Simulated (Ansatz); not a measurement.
# CaDyAs3: the cost of one run

Program: Ansatz 0.2.0. Level of theory: DFT PBE, scalar-relativistic, plane waves, PAW; 4f electrons in the core of a trivalent norm-conserving potential. These are calculated values, not measurements.

1 further run of the same task is left out (it didn't finish). Runs told in other sessions of the task aren't counted.

**1. The structure to begin with**

Symmetry: P4mm, No. 99, tetragonal system. The conventional cell has a = 4.741 Å, b = 4.741 Å, c = 5.219 Å, α = 90.00°, β = 90.00°, γ = 90.00°. Ca (site symmetry 4mm) is surrounded by 6 As at 2.48 to 2.73 Å. Around Dy (site symmetry 4mm) lie 12 As at 3.38 to 3.67 Å. Around As (site symmetry 4mm) lie 2 Ca at 2.48 to 2.73 Å and 4 Dy at 3.38 Å. As (site symmetry 2mm) is surrounded by 2 Ca at 2.49 Å and 4 Dy at 3.38 to 3.67 Å.

Coordinates:

```
Ca Dy As
1.0
     4.74119    0.00000    0.00000
     0.00000    4.74119    0.00000
     0.00000    0.00000    5.21890
Ca Dy As
1 1 3
Direct
  0.50000 0.50000 0.36335
  0.00000 0.00000 0.75154
  0.50000 0.50000 0.83929
  0.50000 0.00000 0.21432
  0.00000 0.50000 0.21432
```

The cell is invented: random cell by space group and Wyckoff sites (P4mm, No. 99). Its size is a rough estimate.

**2. The guess as it stands, on a coarse mesh**

Contents of input.yaml:

```yaml
crystal:
  lattice:
    - [4.74119027, 0.0, 0.0]
    - [0.0, 4.74119027, 0.0]
    - [0.0, 0.0, 5.21889824]
  atoms:
    - { symbol: Ca, position: [0.5, 0.5, 0.3633464] }
    - { symbol: Dy, position: [0.0, 0.0, 0.75153555] }
    - { symbol: As, position: [0.5, 0.5, 0.83929458] }
    - { symbol: As, position: [0.5, 0.0, 0.21432006] }
    - { symbol: As, position: [0.0, 0.5, 0.21432006] }
basis:
  ecutwfc: 630
kpoints:
  mp_grid: { grid: [4, 4, 4] }
hamiltonian:
  xc: pbe
  pseudopotentials:
    kind: paw
    azcp: { Dy: "pseudopotentials/pbe/nc/lanthanide_3plus/Dy.nc.azcp" }
scf:
  occupations: { method: gaussian, width: 0.1 }
  lower_state_search: "off"
output:
  forces: true
  stress: true
  eigenvalues: true
```

Started as:

```sh
ansatz run input.yaml --threads 1 --pin off --max-ram 2560MiB --backend cpu --events-out ev --progress --plain --runs-dir out
```

Q: Estimate wall time and peak memory on 1 thread of Arm Neoverse V2, shared host.

About 12 s, with a peak of 0.4 GiB.
